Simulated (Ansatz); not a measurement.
**CH4ClGeO: rigid torsion scan**

Aim: a rigid torsion scan, for CH4ClGeO, run from a script. SMILES: C[O][GeH][Cl].

Computed with Ansatz 0.2.0 through its Python package. Level of theory: Hartree-Fock/def2-SVP.

### 1 The structure

Bond lengths: C1–O2 1.366 Å, O2–Ge3 1.816 Å, Ge3–Cl4 2.065 Å, C1–H5 1.106 Å, C1–H6 1.180 Å, C1–H7 1.134 Å, Ge3–H8 1.564 Å. Angles: C1–O2–Ge3 107.3°, O2–C1–H5 115.8°, O2–C1–H6 110.4°, O2–C1–H7 110.5°, H5–C1–H6 107.9°, H5–C1–H7 108.2°, H6–C1–H7 103.2°, O2–Ge3–Cl4 109.3°, O2–Ge3–H8 106.4°, Cl4–Ge3–H8 111.8°.

The script holds or builds the structure itself.

### 2 The script

Contents of ch4clgeo.py:

```python
"""Energy of CH4ClGeO as one group turns about a bond."""

import ansatz as az
from ase import Atoms

params = {
    "basis_set": "def2-SVP",
    "xc": "HF",
    "fmax": 0.02,
}

atoms = Atoms(["C", "O", "Ge", "Cl", "H", "H", "H", "H"], positions=[
    [0.5796, 0.9732, -0.3445],
    [0.561, 0.0646, 0.6748],
    [-0.4114, -1.3613, 0.1103],
    [-2.4098, -1.0255, 0.5094],
    [1.0093, 0.6169, -1.2995],
    [-0.5104, 1.3694, -0.5617],
    [1.1379, 1.9099, -0.0315],
    [0.1359, -2.6042, 0.8869],
])

# relax first, so that the scan starts from a minimum
first = az.Crystal.molecule_from_ase(atoms).calculation()
first = first.basis(gaussian=params["basis_set"])
first = first.functional(params["xc"])
first = first.spin("collinear", total=1).relax(force_tolerance=params["fmax"], max_steps=80)
atoms.positions = first.run(threads=1, pin="off").report["positions_ang"]

start = atoms.get_dihedral(4, 0, 1, 2)
energies = {}
for turn in range(0, 360, 40):
    turned = atoms.copy()
    turned.set_dihedral(4, 0, 1, 2, start + turn, indices=[1, 2, 3, 7])
    calc = (
        az.Crystal.molecule_from_ase(turned).calculation()
        .basis(gaussian=params["basis_set"])
        .functional(params["xc"])
        .spin("collinear", total=1)
    )
    energies[round((start + turn) % 360)] = calc.run(threads=1, pin="off").report["free_energy_ev"]
floor = min(energies.values())
print("dihedral H4-C0-O1-Ge2 (deg)   E - E(min) (kcal/mol)")
for angle, e in sorted(energies.items()):
    print(f"{angle:8d} {23.060548 * (e - floor):14.3f}  " + "#" * int(30 * (e - floor) / max(max(energies.values()) - floor, 1e-9)))
```

### 3 The input behind the calls

The package turns the script's settings into the engine's input (first run):

```yaml
crystal:
  periodic: [false, false, false]
  atoms:
    - { symbol: C, position_ang: [0.5796, 0.9732, -0.3445] }
    - { symbol: O, position_ang: [0.561, 0.0646, 0.6748] }
    - { symbol: Ge, position_ang: [-0.4114, -1.3613, 0.1103] }
    - { symbol: Cl, position_ang: [-2.4098, -1.0255, 0.5094] }
    - { symbol: H, position_ang: [1.0093, 0.6169, -1.2995] }
    - { symbol: H, position_ang: [-0.5104, 1.3694, -0.5617] }
    - { symbol: H, position_ang: [1.1379, 1.9099, -0.0315] }
    - { symbol: H, position_ang: [0.1359, -2.6042, 0.8869] }
basis:
  gaussian:
    orbitals: def2-SVP
hamiltonian:
  xc: hf
magnetization:
  spin_polarized: true
  initial_magnetization: 1.0
relax:
  f_tol: 0.02
  max_steps: 80
```

### 4 The run

Started as:

```bash
$ python ch4clgeo.py
```

**Question.** What results will this script give? Wanted: range of energy; lowest point, turn.

The runs gave:

| quantity | value |
| --- | --- |
| runs compared | 9 |
| range of energy | 0.046 eV |
| lowest point, turn (°) | 0 |

In words: The lowest point lies at a turn of 0°, the highest 0.046 eV (4.4 kJ/mol) above it at 200°. The grid can miss the true lowest and highest points, and the rest of the molecule is held rigid. Run 0: The relaxation took 10 moves; the largest shift is 0.462 Å, of atom 2 (O). The scan is rigid and the energies are electronic, in a modest basis. With rigid groups the curve can differ much from the relaxed path, the start wasn't checked as a minimum of this torsion, and equivalent turns needn't return to the same energy. The species is open-shell (spin multiplicity 2).
